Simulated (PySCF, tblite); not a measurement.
# C₃H₃FGeN₄: geometry, infrared bands and NMR shifts

Aim: predict the infrared bands and NMR shifts of C₃H₃FGeN₄ (`N#Cc1n[n]([GeH3])nc1F`).

The runs use tblite 0.8.0 and PySCF 2.14.0, with density-fitted response routines of our own; the level of theory stands in each step. All values are computed, except where a source is named. Atoms count from 0, in the outputs and in this text.

**1. The starting structure**

12 atoms, charge 0, multiplicity 1; geometry from: force field or distance geometry start.

Bonds of the start (Å): N0–C1 1.15, C1–C2 1.45, C2–N3 1.34, N3–N4 1.33, N4–Ge5 1.86, N4–N6 1.31, N6–C7 1.36, C7–F8 1.36, C7–C2 1.39, Ge5–H9 1.54, Ge5–H10 1.56, Ge5–H11 1.56.

**2. Geometry optimisation with GFN2-xTB**

The job: settings as JSON, then the geometry in Å.

```
{"job": {"kind": "relax", "xc": "GFN2-xTB", "basis": "xTB"}, "charge": 0, "multiplicity": 1}
N     -3.451900     2.116700    -0.545600
C     -2.566100     1.397300    -0.369600
C     -1.452500     0.496800    -0.116500
N     -0.149000     0.782900    -0.239100
N      0.602900    -0.268900     0.069100
Ge     2.461600    -0.250500     0.012600
N     -0.221100    -1.248500     0.367900
C     -1.508500    -0.831700     0.281600
F     -2.638800    -1.551300     0.514400
H      2.920500    -1.151100    -1.153200
H      3.045200    -0.701400     1.381700
H      2.959000     1.209100    -0.229500
```

Command:

```bash
$ OMP_NUM_THREADS=1 python probes_run.py task.json out
```

The driver reads the jobs from task.json and runs them one after another.

**Question.** This job is followed by: GFN2-xTB harmonic vibrations, gas phase; GIAO PBE0/pcSseg-1 NMR shielding, non-relativistic, gas phase. Predict these results of the whole session: strongest single infrared mode (GFN2-xTB); zero-point energy (GFN2-xTB); ¹³C shifts against TMS (PBE0/pcSseg-1); ¹H shifts against TMS (PBE0/pcSseg-1, means over atoms taken as alike); ¹⁵N shifts against NH3 (PBE0/pcSseg-1); ⁷³Ge shifts against GeMe4 (PBE0/pcSseg-1); ¹⁹F shifts against CFCl3 (PBE0/pcSseg-1); surface potential, 1st and 99th percentile.

**Answer**, as computed:

| quantity | value |
| --- | --- |
| strongest single infrared mode (GFN2-xTB) | 2109 cm⁻¹, 330 km/mol |
| zero-point energy (GFN2-xTB) | 37.8 kcal/mol |
| ¹³C shifts against TMS (PBE0/pcSseg-1) | 177.3, 114.9, 114.5 ppm |
| ¹H shifts against TMS (PBE0/pcSseg-1, means over atoms taken as alike) | 5.21 ppm |
| ¹⁵N shifts against NH3 (PBE0/pcSseg-1) | 403.5, 344.7, 333.4, 261.9 ppm |
| ⁷³Ge shifts against GeMe4 (PBE0/pcSseg-1) | -123 ppm |
| ¹⁹F shifts against CFCl3 (PBE0/pcSseg-1) | -142.4 ppm |
| surface potential, 1st and 99th percentile | -1.63 V and 2.27 V |

In words: Relaxing lowered the energy by 0.624 eV in 29 steps; the close pair that moved most is Ge5–H11, from 1.561 to 1.485 Å. All 30 modes are real, so the xTB geometry is a minimum. The strongest single mode, at 2109 cm⁻¹, moves mainly H10 and H9. GFN2-xTB is a fitted tight-binding method: band positions and strengths are rough. Its intensities can rank the bands wrongly. At PBE0/pcSseg-1: The widest tensor belongs to N3: span 551 ppm, with a paramagnetic part of -459 ppm. NICS(1)zz of -29 ppm above the planar ring from C2 marks a diatropic (aromatic) ring current. By nearest atom (PBE0/pcSseg-1), the HOMO sits on N4 22 %; C2, C7 about 20 % each and the LUMO on N3 32 %; N4 18 %. Spin-orbit coupling is left out, which matters for shieldings and couplings at and beside the heavy atoms.
